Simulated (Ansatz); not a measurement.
**Li: response to strain**

Li is deformed so: equal xx and yy strain of +2 %. What stress and forces result, by LAPW, PAW and all-electron datasets made for the crystal?

Program: Ansatz 0.2.0. Level of theory: DFT PBEsol, scalar-relativistic. These are calculated values, not measurements.

**1. Starting point**

The structure is hexagonal, space group P6_3/mmc (No. 194). The conventional cell has a = 3.111 Å, b = 3.111 Å, c = 5.093 Å, α = 90.00°, β = 90.00°, γ = 120.00°. Li (site symmetry -6m2) is surrounded by 12 Li at 3.11 to 3.12 Å.

Structure file:

```cif
data_structure
_symmetry_space_group_name_H-M 'P6_3/mmc'
_symmetry_Int_Tables_number 194
_cell_length_a 3.1110
_cell_length_b 3.1110
_cell_length_c 5.0930
_cell_angle_alpha 90.000
_cell_angle_beta 90.000
_cell_angle_gamma 120.000
_cell_volume 42.69
loop_
_atom_site_label
_atom_site_type_symbol
_atom_site_symmetry_multiplicity
_atom_site_Wyckoff_symbol
_atom_site_fract_x
_atom_site_fract_y
_atom_site_fract_z
_atom_site_occupancy
Li1 Li 2 c 0.33333 0.66667 0.25000 1
```

The file gives the conventional cell by its symmetry; the runs use the cell typed in the input.

Atoms are numbered in the order of the input: Li1, Li2.

**2. The deformed structure**

Space group P6_3/mmc before, P6_3/mmc after.

**3. All-electron LAPW**

The input, input.yaml:

```yaml
crystal:
  lattice:
    - [3.1732221946, 0.0, 0.0]
    - [-1.5866110973, 2.7480910324, 0.0]
    - [0.0, 0.0, 5.093]
  atoms:
    - { symbol: Li, position: [0.3333333333, 0.6666666667, 0.25] }
    - { symbol: Li, position: [0.6666666667, 0.3333333333, 0.75] }
kpoints:
  mp_grid: { grid: [15, 15, 8] }
  band_path:
    path:
      - [0.0, 0.0, 0.0]
      - [0.5, 0.0, 0.0]
      - [0.3333333333, 0.3333333333, 0.0]
      - [0.0, 0.0, 0.0]
      - [0.0, 0.0, 0.5]
      - [0.5, 0.0, 0.5]
      - [0.3333333333, 0.3333333333, 0.5]
      - [0.0, 0.0, 0.5]
      - [0.5, 0.0, 0.5]
    npoints: 5
scf:
  occupations: { method: fermi_dirac, width: 0.08 }
hamiltonian:
  xc: pbesol
  pseudopotentials: { kind: all_electron, lapw: { basis_error: 0.0005 } }
output:
  forces: true
  stress: true
  eigenvalues: true
```

The run is started by

```console
$ ansatz run input.yaml --threads 1 --pin off --max-ram 3072MiB --backend cpu --events-out ev --progress --plain --runs-dir out
```

**4. Frozen-core PAW**

The input, input.yaml:

```yaml
crystal:
  lattice:
    - [3.1732221946, 0.0, 0.0]
    - [-1.5866110973, 2.7480910324, 0.0]
    - [0.0, 0.0, 5.093]
  atoms:
    - { symbol: Li, position: [0.3333333333, 0.6666666667, 0.25] }
    - { symbol: Li, position: [0.6666666667, 0.3333333333, 0.75] }
kpoints:
  mp_grid: { grid: [15, 15, 8] }
scf:
  occupations: { method: fermi_dirac, width: 0.08 }
hamiltonian:
  xc: pbesol
  pseudopotentials: { kind: paw }
output:
  forces: true
  stress: true
  eigenvalues: true
  efg: { contact_densities: true }
  write_density: true
  write_potential: true
  elf: true
  volumetric_format: npy
```

**5. Datasets made for this crystal**

Edit input.yaml of step 4 so:

```diff
@@ -14,3 +14,3 @@
   xc: pbesol
-  pseudopotentials: { kind: paw }
+  pseudopotentials: { kind: all_electron, datasets: crystal }
 output:
@@ -20,5 +20 @@
   efg: { contact_densities: true }
-  write_density: true
-  write_potential: true
-  elf: true
-  volumetric_format: npy
```

(Steps that only read results are left out.)

Before running it: what results should come out? Wanted: pressure; largest shear or deviatoric stress.

**Answer**, as computed:

| quantity | value |
| --- | --- |
| pressure | LAPW -1.09, PAW -1.09, crystal datasets -1.09 GPa |
| largest shear or deviatoric stress (LAPW) | 0.22 GPa |

What this shows: The largest part of the stress beyond the pressure is 0.22 GPa in size, in the zz component; the atoms are carried along and not relaxed. No run of the undeformed cell stands beside it, so the pressure holds what the given cell had before the change. PAW: stress within 0.01 GPa of LAPW. Crystal datasets: stress within 0.01 GPa of LAPW.
